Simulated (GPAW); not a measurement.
# VAs (Pnma) in GPAW: band structure with PBEsol

Aim: the band structure of VAs with PBEsol.

All numbers are computed with GPAW 26.7.0; they aren't measurements. Logs are shortened: lines on timing, memory, paths and dates and some standing lists are left out, and cuts for length are marked. The log counts tension as positive stress, the text compression.

## 1. The structure

The structure is orthorhombic, space group Pnma (No. 62). Conventional cell: a = 5.843 Å, b = 3.362 Å, c = 6.188 Å, α = 90.00°, β = 90.00°, γ = 90.00°. As (site symmetry m) is surrounded by 6 V at 2.42 to 2.69 Å. V (site symmetry m) has 6 As at 2.42 to 2.69 Å as nearest neighbours.

The cell comes from a database or a generator and needn't be the stable form of this composition.

## 2. Band structure, PBEsol, collinear spin, ferromagnetic start

run.py reads:

```python
from ase import Atoms
from ase.dft.bandgap import bandgap
from ase.io import write
from ase.units import GPa
from gpaw import GPAW, PW, setup_paths

setup_paths.insert(0, '.')

atoms = Atoms(['As', 'As', 'As', 'As', 'V', 'V', 'V', 'V'],
              cell=[[5.84327368, 0.0, 0.0],
                    [0.0, 3.36170611, 0.0],
                    [0.0, 0.0, 6.18831163]],
              scaled_positions=[[0.6940452, 0.25, 0.07703788],
                                [0.3059548, 0.75, 0.92296212],
                                [0.8059548, 0.75, 0.57703788],
                                [0.1940452, 0.25, 0.42296212],
                                [0.50535412, 0.25, 0.68110409],
                                [0.49464588, 0.75, 0.31889591],
                                [0.99464588, 0.75, 0.18110409],
                                [0.00535412, 0.25, 0.81889591]],
              pbc=True)
atoms.set_initial_magnetic_moments([0.0, 0.0, 0.0, 0.0, 2.0, 2.0, 2.0, 2.0])

calc = GPAW(mode=PW(600),
            xc='PBEsol',
            kpts={'size': (3, 5, 3), 'gamma': True},
            occupations={'name': 'fermi-dirac', 'width': 0.05},
            nbands=63,
            convergence={'density': 1e-05, 'energy': 1e-05},
            maxiter=150,
            txt='gpaw.txt')
atoms.calc = calc
energy = atoms.get_potential_energy()
forces = atoms.get_forces()
stress = atoms.get_stress()
calc.write('gs.gpw')
write('result.traj', atoms)
print(f'Energy: {energy:.6f} eV')
print('Forces (eV/A):')
print(forces.round(4))
print('Stress (GPa):', (stress / GPa).round(3))
print('Moments:', calc.get_magnetic_moments().round(3))
print('Fermi level:', round(calc.get_fermi_level(), 4), 'eV')
print(f'Gap: {bandgap(calc)[0]:.4f} eV, direct: {bandgap(calc, direct=True)[0]:.4f} eV')

path = atoms.cell.bandpath('GXSYGZURTZ,YT,UX,SR', npoints=100, eps=1e-4)
bs_calc = calc.fixed_density(kpts=path, symmetry='off', nbands=91,
                             convergence={'bands': 'CBM+6.0', 'eigenstates': 1e-6}, txt='bands.txt')
bs = bs_calc.band_structure()
bs.write('bs.json')
print(f'Gap on the path: {bandgap(bs_calc)[0]:.4f} eV')
```

Potentials or basis: PAW data sets generated in the run's folder for this functional, pw.

Started as:

```console
> gpaw-setup -f PBEsol As V
> OMP_NUM_THREADS=1 python run.py
```

gpaw.txt:

```text
__  _  _
 | _ |_)|_||  |
 |__||  | ||/\| - 26.7.0

Input parameters:
  mode=PW(ecut=600.0),
  convergence={'density': 1e-05, 'energy': 1e-05},
  kpts=MonkhorstPack(size=(3, 5, 3), gamma=True),
  maxiter=150,
  nbands=63,
  occupations=Occupations(name='fermi-dirac', width=0.05),
  xc=XC(name='PBEsol')

Diagonalizing LCAO Hamiltonian
Converting LCAO to pw mode
   .-------------.
  /|   As        |
 * |             |
 |V|             |
 | |     V    As |
 | |             |
 | |As   V       |
 | |            V|
 | .-------------.
 |/        As   /
 *-------------*

Atoms  # Å, Bohr magnetons
|   | symbol |        x |        y |        z |    initial magnetic moments |
|---|--------|----------|----------|----------|-----------------------------|
| 0 |     As | 4.055496 | 0.840427 | 0.476734 | ( 0.0000,  0.0000,  0.0000) |
| 1 |     As | 1.787778 | 2.521280 | 5.711577 | ( 0.0000,  0.0000,  0.0000) |
| 2 |     As | 4.709414 | 2.521280 | 3.570890 | ( 0.0000,  0.0000,  0.0000) |
| 3 |     As | 1.133859 | 0.840427 | 2.617421 | ( 0.0000,  0.0000,  0.0000) |
| 4 |      V | 2.952922 | 0.840427 | 4.214884 | ( 0.0000,  0.0000,  2.0000) |
| 5 |      V | 2.890351 | 2.521280 | 1.973427 | ( 0.0000,  0.0000,  2.0000) |
| 6 |      V | 5.811988 | 2.521280 | 1.120729 | ( 0.0000,  0.0000,  2.0000) |
| 7 |      V | 0.031286 | 0.840427 | 5.067583 | ( 0.0000,  0.0000,  2.0000) |

Unit cell  # Å
| periodic |        x |        y |        z |  lengths |    angles |
|----------|----------|----------|----------|----------|-----------|
|      yes | 5.843274 | 0.000000 | 0.000000 | 5.843274 | 90.000000 |
|      yes | 0.000000 | 3.361706 | 0.000000 | 3.361706 | 90.000000 |
|      yes | 0.000000 | 0.000000 | 6.188312 | 6.188312 | 90.000000 |

Number of symmetries: 2
Symmetry operations  # r_c * U_cc + t_c -> r_c
|   | kind |            matrix            |
|---|------|------------------------------|
| 0 |  E   |  1, 0, 0,  0, 1, 0,  0, 0, 1 |
| 1 |  i   | -1, 0, 0,  0,-1, 0,  0, 0,-1 |

BZ-sampling:
  Number of BZ points: 45
  Number of IBZ points: 23

  Monkhorst-Pack size: [3, 5, 3]
  Monkhorst-Pack shift: [0, 0, 0]

K-points  # in reciprocal-cell coordinates
|     |                                coordinates |     weight |
|-----|--------------------------------------------|------------|
|   0 | (  0.00000000,   0.00000000,   0.00000000) | 0.02222222 |
|   1 | (  0.00000000,   0.00000000,   0.33333333) | 0.04444444 |
|   2 | (  0.00000000,   0.20000000,  -0.33333333) | 0.04444444 |
|   3 | (  0.00000000,   0.20000000,   0.00000000) | 0.04444444 |
|   4 | (  0.00000000,   0.20000000,   0.33333333) | 0.04444444 |
|   5 | (  0.00000000,   0.40000000,  -0.33333333) | 0.04444444 |
|   6 | (  0.00000000,   0.40000000,   0.00000000) | 0.04444444 |
|   7 | (  0.00000000,   0.40000000,   0.33333333) | 0.04444444 |
|   8 | (  0.33333333,  -0.40000000,  -0.33333333) | 0.04444444 |
|   9 | (  0.33333333,  -0.40000000,   0.00000000) | 0.04444444 |
| ... |                                            |            |
|  22 | (  0.33333333,   0.40000000,   0.33333333) | 0.04444444 |

Plane wave coefficients: 4083
Cutoff: 600.0 eV

Spin-components: 2 (collinear spins)
Bands:           63
Projectors:      44
Spin-degeneracy: 1
Datatype:        complex128

Parallelization:
  kpt:    1
  domain: 1
  band:   1

Density:
  Valence electrons: 72.0
  Components: 2
  Grid points: [35 20 35]
  Charge: 0.0  # |e|

Potential:
  Grid points: [35 20 35]

species:
  As:
    name:    Arsenic
    Z:       33.0
    valence: 5
    core:    28
    charge:  0.0  # [|e|]
    compensation charges:
      type: gauss
      rc: 0.33  # [Å]
      lmax: 2
    cutoffs:
      filter: 1.87  # [Å]
      core: 2.96  # [Å]
    projectors
    | kind |    occ | energy [eV] | rcut [Å] |
    |------|--------|-------------|----------|
    |   4s |  2.000 |     -14.495 |    1.058 |
    |   4p |  3.000 |      -5.197 |    1.058 |
    |    s |        |      12.716 |    1.058 |
    |    p |        |      22.014 |    1.058 |
    |    d |        |       0.000 |    1.058 |

    Using partial waves for As as LCAO basis

  V:
    name:    Vanadium
    Z:       23.0
    valence: 13
    core:    10
    charge:  0.0  # [|e|]
    compensation charges:
      type: gauss
      rc: 0.37  # [Å]
      lmax: 2
    cutoffs:
      filter: 2.14  # [Å]
      core: 0.96  # [Å]
    projectors
    | kind |    occ | energy [eV] | rcut [Å] |
    |------|--------|-------------|----------|
    |   3s |  2.000 |     -70.022 |    1.254 |
    |   4s |  2.000 |      -4.715 |    1.254 |
    |   3p |  6.000 |     -43.949 |    1.281 |
    |   4p |  0.000 |      -1.426 |    1.281 |
    |   3d |  3.000 |      -5.183 |    1.169 |
    |    d |        |      22.028 |    1.169 |

    Using partial waves for V as LCAO basis

Reference energy: -349008.726481  # eV

eigensolver:
  PPCG
  Converge bands: occupied
  niter=2

density mixing:
  MSR1-Mixer
  Pratt-step length: 0.05
  Maximum mixing coefficient: 0.75
  Old densities: 10
  SVD Regularization: 0.005
  Good broyden scale: 1.0
  Trust region scale: 1.0
  Backstep threshold: 4.0
  History deletion threshold: 6.0
  Fourier metric: weight=20.0, sigma=0.015

occupation numbers:
  Fermi-Dirac:
    width: 0.0500  # eV

poisson solver:
  ecut: 4800.0  # eV

xc functional:
  name: PBEsol with 2 nearest neighbor stencil

convergence criteria:
- Maximum integral of absolute [dens]ity change: 1e-05 electrons / valence electron
- Maximum [total energy] change in last 3 cyles: 1e-05 eV / valence electron
- Maximum integral of absolute [eigenst]ate change: 4e-08 eV^2 / valence electron
maximum number of iterations: 150

SCF iterations
|iter     | |      energy | eigst |  dens |  magmom |
|---------|-|-------------|-------|-------|---------|
|iter:   1| |  -60.517556 | +0.66 |       |  +8.0147|
|iter:   2| |  -60.582246 | -1.19 | -0.94 |  +7.7787|
|iter:   3| |  -61.274563 | -0.70 | -0.96 |  +4.0026|
|iter:   4| |  -61.190472 | -1.27 | -1.27 |  +3.5804|
|iter:   5| |  -61.304236 | -1.65 | -1.33 |  +2.5231|
|iter:   6| |  -61.908323 | -1.90 | -1.47 |  +1.0894|
|iter:   7| |  -61.349475 | -2.14 | -1.28 |  +0.7563|
|iter:   8| |  -61.314127 | -2.76 | -1.69 |  +0.3815|
|iter:   9| |  -61.315584 | -3.61 | -2.28 |  +0.3635|
|iter:  10| |  -61.316775 | -3.91 | -2.58 |  +0.2953|
|iter:  11| |  -61.317597 | -4.09 | -2.73 |  +0.1915|
|iter:  12| |  -61.318116 | -4.28 | -3.07 |  +0.0744|
|iter:  13| |  -61.318210c| -4.77 | -3.27 |  -0.0009|
|iter:  14| |  -61.318219c| -6.15 | -3.64 |  -0.0059|
|iter:  15| |  -61.318220c| -6.69 | -4.12 |  -0.0006|
|iter:  16| |  -61.318220c| -7.30 | -4.40 |  -0.0025|
|iter:  17| |  -61.318221c| -7.61c| -4.41 |  -0.0017|
|iter:  18| |  -61.318221c| -7.99c| -4.67 |  -0.0006|
|iter:  19| |  -61.318221c| -7.78c| -4.81 |  +0.0000|
|iter:  20| |  -61.318221c| -8.08c| -5.13c|  +0.0003|

Converged in 20 steps
Energy contributions relative to reference atoms: (reference = -349008.726481)

Energy contributions:
  Kinetic:          39.511169
  Coulomb:         -37.084421
  Zero:              0.474694
  External:          0.000000
  Xc:              -64.191416
  Entropy:          -0.056493
  Spinorbit:         0.000000
  ----------------------------
  Free energy:     -61.346467
  Extrapolated:    -61.318221

dipole moment: (-0.000027, -0.000016, -0.000029)  # |e|*Ang

Total magnetic moment: (0.000000, 0.000000, 0.000301)

Local magnetic moments
|        x |        y |         z |
|----------|----------|-----------|
| 0.000000 | 0.000000 |  0.000008 |  # As   0
| 0.000000 | 0.000000 |  0.000008 |  # As   1
| 0.000000 | 0.000000 |  0.000007 |  # As   2
| 0.000000 | 0.000000 |  0.000007 |  # As   3
| 0.000000 | 0.000000 |  0.000091 |  # V    4
| 0.000000 | 0.000000 |  0.000091 |  # V    5
| 0.000000 | 0.000000 | -0.000013 |  # V    6
| 0.000000 | 0.000000 | -0.000013 |  # V    7

Fermi level: 9.463
Eigenvalues  # (at kpt = [0.000, 0.000, 0.000])
| band index |      eig [eV] | occ [0-1] |      eig [eV] | occ [0-1] |
|------------|---------------|-----------|---------------|-----------|
|          0 |       -54.586 |     1.000 |       -54.586 |     1.000 |
|        ... |               |           |               |           |
|         27 |         7.378 |     1.000 |         7.378 |     1.000 |
|         28 |         7.641 |     1.000 |         7.641 |     1.000 |
|         29 |         8.105 |     1.000 |         8.105 |     1.000 |
|         30 |         8.171 |     1.000 |         8.171 |     1.000 |
|         31 |         8.339 |     1.000 |         8.339 |     1.000 |
|         32 |         9.067 |     1.000 |         9.067 |     1.000 |
[... 8 lines left out ...]
|         41 |        10.689 |     0.000 |        10.689 |     0.000 |
|         42 |        10.731 |     0.000 |        10.731 |     0.000 |
|        ... |               |           |               |           |
|         62 |        20.560 |     0.000 |        20.560 |     0.000 |

No gap
No difference between direct/indirect transitions

Forces  # eV/Ang
|        x |        y |        z |
|----------|----------|----------|
| -0.01656 | -0.00000 | -0.08041 |  # As   0
|  0.01656 |  0.00000 |  0.08041 |  # As   1
|  0.01639 |  0.00000 | -0.08042 |  # As   2
| -0.01639 | -0.00000 |  0.08042 |  # As   3
|  0.09949 | -0.00000 |  0.13461 |  # V    4
| -0.09949 |  0.00000 | -0.13461 |  # V    5
| -0.09950 |  0.00000 |  0.13470 |  # V    6
|  0.09950 | -0.00000 | -0.13470 |  # V    7

Stress tensor  # eV/Ang^3
|         x |         y |         z |
|-----------|-----------|-----------|
|  0.017211 |  0.000000 | -0.000000 |
|  0.000000 |  0.026955 | -0.000000 |
| -0.000000 | -0.000000 |  0.013538 |

# Writing to gs.gpw (mode='')
```

Wall time 22 min (1 thread of Arm Neoverse V1, shared host); peak memory 1.8 GiB.

Results:

- Free energy: -61.3465 eV
- Pressure: -3.1 GPa
- Largest force: 0.167 eV/Å
- Band gap along the path: none (metal or under the smearing width)
- Net moment: 0.00 μB per cell

Forces in eV/Å, atoms in the order of the input:
```
As  -0.017  0.000 -0.080
As   0.017  0.000  0.080
As   0.016  0.000 -0.080
As  -0.016  0.000  0.080
V    0.099  0.000  0.135
V   -0.099  0.000 -0.135
V   -0.099  0.000  0.135
V    0.099  0.000 -0.135
```

Levels at the corners of the path, in eV from the Fermi level:
Spin up:
```tsv
point	band 32	band 33	band 34	band 35	band 36	band 37	band 38	band 39	band 40	band 41
Γ	-1.12	-0.40	-0.27	-0.17	0.04	0.06	0.31	0.44	0.77	1.11
X	-2.21	-1.08	-1.08	-0.58	-0.58	0.45	0.45	0.57	0.57	1.21
S	-2.60	-0.95	-0.95	-0.95	-0.95	1.07	1.07	1.07	1.07	1.32
Y	-1.33	-1.03	-1.03	0.04	0.04	0.16	0.16	1.10	1.10	1.30
Γ	-1.12	-0.40	-0.27	-0.17	0.04	0.06	0.31	0.44	0.77	1.11
Z	-1.30	-0.97	-0.97	-0.31	-0.31	-0.06	-0.06	0.73	0.73	0.82
U	-2.01	-1.39	-1.39	-0.55	-0.55	0.57	0.57	0.82	0.82	1.33
R	-2.49	-0.76	-0.76	-0.76	-0.76	0.83	0.83	0.83	0.83	1.39
T	-1.35	-1.23	-1.23	0.02	0.02	0.08	0.08	0.84	0.84	0.98
Z	-1.30	-0.97	-0.97	-0.31	-0.31	-0.06	-0.06	0.73	0.73	0.82
Y	-1.33	-1.03	-1.03	0.04	0.04	0.16	0.16	1.10	1.10	1.30
T	-1.35	-1.23	-1.23	0.02	0.02	0.08	0.08	0.84	0.84	0.98
U	-2.01	-1.39	-1.39	-0.55	-0.55	0.57	0.57	0.82	0.82	1.33
X	-2.21	-1.08	-1.08	-0.58	-0.58	0.45	0.45	0.57	0.57	1.21
S	-2.60	-0.95	-0.95	-0.95	-0.95	1.07	1.07	1.07	1.07	1.32
R	-2.49	-0.76	-0.76	-0.76	-0.76	0.83	0.83	0.83	0.83	1.39
```
Spin down:
| point | band 34 | band 35 | band 36 | band 37 | band 38 | band 39 |
| --- | --- | --- | --- | --- | --- | --- |
| Γ | -0.27 | -0.17 | 0.04 | 0.06 | 0.31 | 0.44 |
| X | -1.08 | -0.58 | -0.58 | 0.45 | 0.45 | 0.57 |
| S | -0.95 | -0.95 | -0.95 | 1.07 | 1.07 | 1.07 |
| Y | -1.03 | 0.04 | 0.04 | 0.16 | 0.16 | 1.10 |
| Γ | -0.27 | -0.17 | 0.04 | 0.06 | 0.31 | 0.44 |
| Z | -0.97 | -0.31 | -0.31 | -0.06 | -0.06 | 0.73 |
| U | -1.39 | -0.55 | -0.55 | 0.57 | 0.57 | 0.82 |
| R | -0.76 | -0.76 | -0.76 | 0.83 | 0.83 | 0.83 |
| T | -1.23 | 0.02 | 0.02 | 0.08 | 0.08 | 0.84 |
| Z | -0.97 | -0.31 | -0.31 | -0.06 | -0.06 | 0.73 |
| Y | -1.03 | 0.04 | 0.04 | 0.16 | 0.16 | 1.10 |
| T | -1.23 | 0.02 | 0.02 | 0.08 | 0.08 | 0.84 |
| U | -1.39 | -0.55 | -0.55 | 0.57 | 0.57 | 0.82 |
| X | -1.08 | -0.58 | -0.58 | 0.45 | 0.45 | 0.57 |
| S | -0.95 | -0.95 | -0.95 | 1.07 | 1.07 | 1.07 |
| R | -0.76 | -0.76 | -0.76 | 0.83 | 0.83 | 0.83 |

Caveat: the k mesh is coarse (spacing up to 0.37 Å⁻¹), so the values aren't converged.
